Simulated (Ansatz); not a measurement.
# AlN: an axial (c/a) deformation path

An exercise on one series of results from a longer session: the logs are not shown, and one member is left open.

Computed with Ansatz 0.2.0 (DFT r2SCAN, scalar-relativistic, plane waves, PAW, unless a step's input says otherwise).

## The system as given

The structure is hexagonal, space group P6_3mc (No. 186). The conventional cell has a = 3.111 Å, b = 3.111 Å, c = 4.978 Å, α = 90.00°, β = 90.00°, γ = 120.00°. Around Al (site symmetry 3m) lie 4 N at 1.89 to 1.92 Å. N (site symmetry 3m) is surrounded by 4 Al at 1.89 to 1.92 Å.

As a file:

```
CELL_PARAMETERS angstrom
3.11100 0.00000 0.00000
-1.55550 2.69421 0.00000
0.00000 0.00000 4.97800
ATOMIC_POSITIONS crystal
Al 0.33333 0.66667 0.00000
Al 0.66667 0.33333 0.50000
N 0.33333 0.66667 0.38500
N 0.66667 0.33333 0.88500
```

No relaxation comes first: the listed cell is the starting point.

## Zero of energy

Reference values: F = -1856.9670 eV; pressure -0.60 GPa; largest force 0.194 eV/Å; gap on the mesh 4.80 eV. It was computed beforehand with the settings of the runs below.

The first run:

At fixed volume and fractional coordinates, lengths along (0.000, 0.000, 1.000) are scaled against those across it; ρ is that ratio over its starting value.

Input file input.yaml:

```yaml
crystal:
  lattice:
    - [3.2841829056, 0.0, 0.0]
    - [-1.6420914528, 2.8441858269, 0.0]
    - [0.0, 0.0, 4.4668445894]
  atoms:
    - { symbol: Al, position: [0.3333333333, 0.6666666667, 0.0] }
    - { symbol: Al, position: [0.6666666667, 0.3333333333, 0.5] }
    - { symbol: "N", position: [0.3333333333, 0.6666666667, 0.385] }
    - { symbol: "N", position: [0.6666666667, 0.3333333333, 0.885] }
basis:
  ecutwfc: 500
kpoints:
  mp_grid: { grid: [12, 12, 6] }
hamiltonian:
  xc: r2scan
scf:
  occupations: { method: gaussian, width: 0.05 }
output:
  forces: true
  stress: true
  eigenvalues: true
  write_density: true
  write_potential: true
  elf: true
  volumetric_format: npy
```

The run is started by

```bash
> ansatz run input.yaml --threads 1 --pin off --max-ram 2560MiB --backend cpu --events-out ev --progress --plain --runs-dir out
```

Among the steps run: Point ρ = 0.850; Point ρ = 1.200; At ρ = 0.920; Point ρ = 1.100; Point ρ = 0.960; ρ = 1.050; ρ = 0.800; Point ρ = 1.300.

One table of the session follows, with a row left open; its other results are not shown here.

| ρ | ΔE (meV/atom) | pressure (GPa) | gap on the mesh (eV) |
| --- | --- | --- | --- |
| 0.800 | 446.6 | 10.0 | 4.30 |
| 0.850 | ? | ? | ? |
| 0.920 | 56.2 | -0.1 | 4.55 |
| 0.960 | 11.9 | -0.8 | 4.68 |
| 1.000 | 0.0 | -0.6 | 4.80 |
| 1.050 | 23.6 | 0.8 | 4.88 |
| 1.100 | 83.0 | 3.2 | 4.66 |
| 1.200 | 285.9 | 10.3 | 3.68 |
| 1.300 | 571.5 | 19.4 | 2.39 |

Q: Estimate the row for ρ = 0.850 from the others.

Worked estimate for «ΔE (meV/atom)». A straight line through the neighbours (0.800, 446.6) and (0.920, 56.2) gives 446.6 + (56.2 − 446.6) × (0.850 − 0.800) / (0.920 − 0.800) = 283.9; a parabola fitted to 3 rows on both sides gives 237.0.

As computed: ΔE (meV/atom): 229.2; pressure (GPa): 4.0; gap on the mesh (eV): 4.36. In «ΔE (meV/atom)» the line misses by +54.7 and the parabola by +7.8.
